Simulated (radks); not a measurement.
# Br²⁰⁺ in [Ne] 3s2 3p3: an all-electron calculation

One table from this session's results is given with a row withheld; the runs are named, their logs left out.

The numbers are computed with radks (a radial shooting solver on a logarithmic mesh, Libxc functionals) version 1 (Dirac Kohn-Sham, B86b exchange with PBE correlation, spin-unpolarised, spherical densities, finite nucleus; open shells fill j = l - 1/2 first), except any that are marked as measured or tabulated.

### The system

- element: bromine (Z = 35)
- charge: +20
- electrons: 15
- configuration: [Ne] 3s2 3p3
- nuclear rms radius: 4.1629 fm

Set-up of the first run:

Input:

```text
Z 35
configuration [Ne] 3s2 3p3 4s0 3d0
relativity Dirac
functional b86_mgc,pbe
spin unpolarised
j_filling energy
nucleus finite rms 4.1629 fm
c 137.035999084
```

The run is started by

```
> python run_ks.py task.json out
```

This one command runs every case of the session in turn.

One of the session's tables, all rows but one given; the rest of the session is left out.

It belongs to the step «Radial structure». Radial moments (bohr):

| level | <r> | outermost maximum (interpolated) | 90 % within | nodes |
| --- | --- | --- | --- | --- |
| 1s1/2 | ? | ? | ? | ? |
| 2s1/2 | 0.1872 | 0.159 | 0.289 | 1 |
| 2p1/2 | 0.1608 | 0.125 | 0.262 | 0 |
| 2p3/2 | 0.1646 | 0.128 | 0.267 | 0 |
| 3s1/2 | 0.4757 | 0.445 | 0.691 | 2 |
| 3p1/2 | 0.4617 | 0.427 | 0.685 | 1 |
| 3p3/2 | 0.4677 | 0.433 | 0.693 | 1 |
| 3d3/2 | 0.4203 | 0.353 | 0.644 | 0 |
| 3d5/2 | 0.4221 | 0.355 | 0.647 | 0 |
| 4s1/2 | 0.9198 | 0.918 | 1.29 | 3 |

**Question.** Estimate the row for 1s1/2.

**Answer.** <r>: 0.04274; outermost maximum (interpolated): 0.0279; 90 % within: 0.0764; nodes: 0. In the column «<r>» it is the lowest.

Caveats from the session: Spin polarisation and multiplet splitting are left out.
